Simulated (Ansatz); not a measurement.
**FGeH7Si2: up Jacob's ladder to CCSD(T)**

One table from this session's results is given with a row withheld; the runs are named, their logs left out.

Computed with Ansatz 0.2.0, Gaussian basis. Level: functionals in def2-TZVPP, the program's frozen cores in correlated methods.

The runs, in order: PBE-D4, r2SCAN-D4, PBE0-D4, B3LYP-D4, ωB97X-V, ωB97M-V, B2PLYP; CCSD(T)/def2-TZVPP; MP2/def2-QZVPP; extrapolation to the limit.

**Structure used throughout**

An earlier PBE0-D4 in a triple-zeta def2 set relaxation fixed the geometry.

SMILES `F[SiH2][GeH2][SiH3]`, 11 atoms, charge 0, spin multiplicity 1.

Atoms are counted from 1 here; the program's logs count them from 0.

Bond lengths: F1–Si2 1.607 Å, Si2–Ge3 2.379 Å, Si2–H5 1.486 Å, Si2–H6 1.486 Å, Ge3–Si4 2.379 Å, Ge3–H7 1.541 Å, Ge3–H8 1.540 Å, Si4–H9 1.486 Å, Si4–H10 1.487 Å, Si4–H11 1.487 Å. Angles: F1–Si2–Ge3 108.9°, F1–Si2–H5 107.6°, F1–Si2–H6 107.6°, Ge3–Si2–H5 110.8°, Ge3–Si2–H6 112.5°, H5–Si2–H6 109.3°, Si2–Ge3–Si4 111.1°, Si2–Ge3–H7 107.8°, Si2–Ge3–H8 110.0°, Si4–Ge3–H7 109.9°, Si4–Ge3–H8 110.2°, H7–Ge3–H8 107.7°, Ge3–Si4–H9 109.7°, Ge3–Si4–H10 109.4°, Ge3–Si4–H11 110.6°, H9–Si4–H10 109.0°, H9–Si4–H11 109.2°, H10–Si4–H11 109.0°.

The first run:

in.yaml

```yaml
crystal:
  periodic: [false, false, false]
  atoms:
    - {symbol: F, position_ang: [-1.910812, 1.760802, 0.293567]}
    - {symbol: Si, position_ang: [-0.349278, 1.838310, 0.664326]}
    - {symbol: Ge, position_ang: [0.532362, -0.369851, 0.751711]}
    - {symbol: Si, position_ang: [-0.003002, -1.586426, -1.221369]}
    - {symbol: H, position_ang: [0.325575, 2.633560, -0.394116]}
    - {symbol: H, position_ang: [-0.230537, 2.549977, 1.963016]}
    - {symbol: H, position_ang: [2.062571, -0.261877, 0.902560]}
    - {symbol: H, position_ang: [-0.008429, -1.103646, 1.992420]}
    - {symbol: H, position_ang: [-1.476789, -1.735828, -1.332947]}
    - {symbol: H, position_ang: [0.500788, -0.847724, -2.409131]}
    - {symbol: H, position_ang: [0.622850, -2.934397, -1.189436]}
basis:
  gaussian: {orbitals: def2-TZVPP}
hamiltonian: {xc: pbe, dispersion: d4}
output: {forces: true, orbitals: {seedname: orbitals}}
```

On the command line:

```
$ ansatz run in.yaml --threads 4 --pin off --events-out ev --progress --plain --max-ram 10444MiB
```

Among the steps run: PBE-D4 (GGA); r2SCAN-D4 (meta-GGA); PBE0-D4 (hybrid); B3LYP-D4 (hybrid); ωB97X-V (range-separated); ωB97M-V (range-separated); B2PLYP (double hybrid); CCSD(T) in def2-TZVPP; MP2 in def2-QZVPP.

One table of the session follows, with a row left open; its other results are not shown here.

It belongs to the step «Atomisation energies». 

```
            method  atomisation energy (eV)
            PBE-D4                   33.465
         r2SCAN-D4                        ?
           PBE0-D4                   33.336
          B3LYP-D4                   33.746
           ωB97X-V                   34.223
           ωB97M-V                   33.777
            B2PLYP                   33.372
     HF/def2-TZVPP                   25.683
    MP2/def2-TZVPP                   33.099
   CCSD/def2-TZVPP                   32.971
CCSD(T)/def2-TZVPP                   33.282
           MP2/CBS                   33.916
       CCSD(T)/CBS                   34.099
```

Q: Estimate the row for r2SCAN-D4 from the others.

As computed: atomisation energy (eV): 33.915. In the column «atomisation energy (eV)» it lies between ωB97M-V (33.777) and MP2/CBS (33.916).
